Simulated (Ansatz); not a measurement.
# EuSbO3: the cost of one run

Program: the Python package of Ansatz 0.2.0. Level of theory: DFT LDA+U, plane waves, PAW. These are calculated values, not measurements.

**1. Starting point**

Symmetry: Pm-3m, No. 221, cubic system. The conventional cell has a = 4.219 Å, b = 4.219 Å, c = 4.219 Å, α = 90.00°, β = 90.00°, γ = 90.00°. Eu (site symmetry m-3m) has 12 O at 2.98 Å in its first shell of neighbours. Sb (site symmetry m-3m) is surrounded by 6 O at 2.11 Å. O (site symmetry 4/mmm) is surrounded by 2 Sb at 2.11 Å and 4 Eu at 2.98 Å.

No structure file is read: the coordinates are typed or built in the script.

**2. The script**

eusbo3.py

```python
'''DFT+U scan for EuSbO3.'''

import ansatz as az
import numpy as np

FUNCTIONAL = 'lda'
ECUT = 420
K_SPACING = 0.26
OCCUPATIONS = 'fermi_dirac'
WIDTH_EV = 0.05


def count_gap(report):
    # lowest empty less highest filled band, counting bands; zero where they overlap
    return max(report.get('gap_by_band_count_ev') or 0.0, 0.0)

lattice = az.Lattice.of(
    (4.218665, 0.0, 0.0),
    (0.0, 4.218665, 0.0),
    (0.0, 0.0, 4.218665),
)
sites = [
    ('Eu', (0.0, 0.0, 0.0)),
    ('Sb', (0.5, 0.5, 0.5)),
    ('O', (0.5, 0.5, 0.0)),
    ('O', (0.5, 0.0, 0.5)),
    ('O', (0.0, 0.5, 0.5)),
]
crystal = az.Crystal(lattice=lattice)
for symbol, position in sites:
    crystal = crystal.atom(symbol, position)
crystal = crystal.moments(Eu=9.1)

setup = (
    crystal.calculation()
    .functional(FUNCTIONAL)
    .basis(ECUT)
    .kpoints(spacing=K_SPACING)
    .occupations(OCCUPATIONS, width=WIDTH_EV)
    .spin('collinear')
    .band_table()
)
rows = []
for u in [2.0, 4.0, 6.0, 8.0]:
    report = setup.hubbard('Eu', 'f', u_eff=u).run().report
    shell = report['hubbard']['n_scf']
    rows.append((u, count_gap(report), sum(shell) / len(shell), max(abs(m) for m in report['site_moments_mub']), report['n_iterations']))
lines = [','.join(['U_eff eV', 'gap by band count eV', 'Eu f occupation (projector)', 'largest moment muB', 'iterations'])] + [','.join(f'{v:.4f}' if isinstance(v, float) else str(v) for v in row) for row in rows]
print('\n'.join(lines))
with open('plus_u.csv', 'w') as handle:
    handle.write('\n'.join(lines) + '\n')
print('eigenvalues of the first occupation matrix at the last U, by spin:')
for channel in report['hubbard']['n_eig'][0]:
    print('  ', ' '.join(f'{n:.3f}' for n in channel))
```

**3. The input behind the calls**

The engine receives this input (first run):

```yaml
crystal:
  lattice:
    - [4.218665, 0.0, 0.0]
    - [0.0, 4.218665, 0.0]
    - [0.0, 0.0, 4.218665]
  atoms:
    - { symbol: Eu, position: [0.0, 0.0, 0.0] }
    - { symbol: Sb, position: [0.5, 0.5, 0.5] }
    - { symbol: O, position: [0.5, 0.5, 0.0] }
    - { symbol: O, position: [0.5, 0.0, 0.5] }
    - { symbol: O, position: [0.0, 0.5, 0.5] }
basis:
  ecutwfc: 420.0
kpoints:
  mp_grid:
    kspacing: 0.26
hamiltonian:
  xc: lda
  hubbard:
    - { species: Eu, l: f, u_eff: 2.0 }
magnetization:
  spin_polarized: true
  per_species:
    Eu: 9.1
scf:
  occupations:
    method: fermi_dirac
    width: 0.05
output:
  eigenvalues: true
```

**4. Launch**

The run is started by

```console
$ python eusbo3.py
```

Q: Estimate wall time and peak memory on 1 thread of Arm Neoverse V2, shared host.

About 3.1 min, with a peak of 0.51 GiB.
